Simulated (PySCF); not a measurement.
# C3H8AsB: the cost of one run

Programs: PySCF 2.14.0, with density-fitted response routines of our own. Each step states its level of theory. These are calculated values for one molecule in the gas phase, unless marked as measured. Atoms count from 0, in the outputs and in this text.

### 1 Starting geometry

13 atoms, charge 0, multiplicity 1; geometry from: GFN2-xTB. The atoms were then displaced at random by about 0.01 Å, so the start is not that level's minimum.

Bonds of the start (Å): C0–C1 1.31, C1–C2 1.49, C2–B3 1.59, B3–As4 1.99, C0–H5 1.10, C0–H6 1.09, C1–H7 1.06, C2–H8 1.10, C2–H9 1.11, B3–H10 1.20, As4–H11 1.51, As4–H12 1.50.

### 2 Optimising the geometry at PBE0-D3(BJ)/def2-SVP

The job: settings as JSON, then the geometry in Å.

```
{"job": {"xc": "PBE0", "basis": "def2-SVP", "d3": "d3bj", "grid": 1, "shake": 0.01, "kind": "geom"}, "charge": 0, "multiplicity": 1}
C     -1.568050     0.773540    -0.493250
C     -1.294040     0.421190     0.735000
C      0.074370     0.506270     1.309910
B      0.661270    -0.883980     0.803910
As     1.563540    -1.048740    -0.958370
H     -2.590300     0.726950    -0.897320
H     -0.832590     1.223050    -1.153070
H     -2.030430    -0.005050     1.370190
H      0.617910     1.378170     0.925990
H      0.030720     0.614940     2.410950
H      0.286400    -1.857050     1.394980
H      2.616380    -1.994010    -0.439600
H      2.470650     0.127840    -0.741620
```

Launch:

```console
OMP_NUM_THREADS=1 python probes_run.py task.json out
```

One launch serves the whole session: the jobs run in the order shown.

Q: Estimate the wall time and peak memory of this first job on 1 thread of Arm Neoverse V2, shared host.

About 57 s, with a peak of 0.55 GiB.
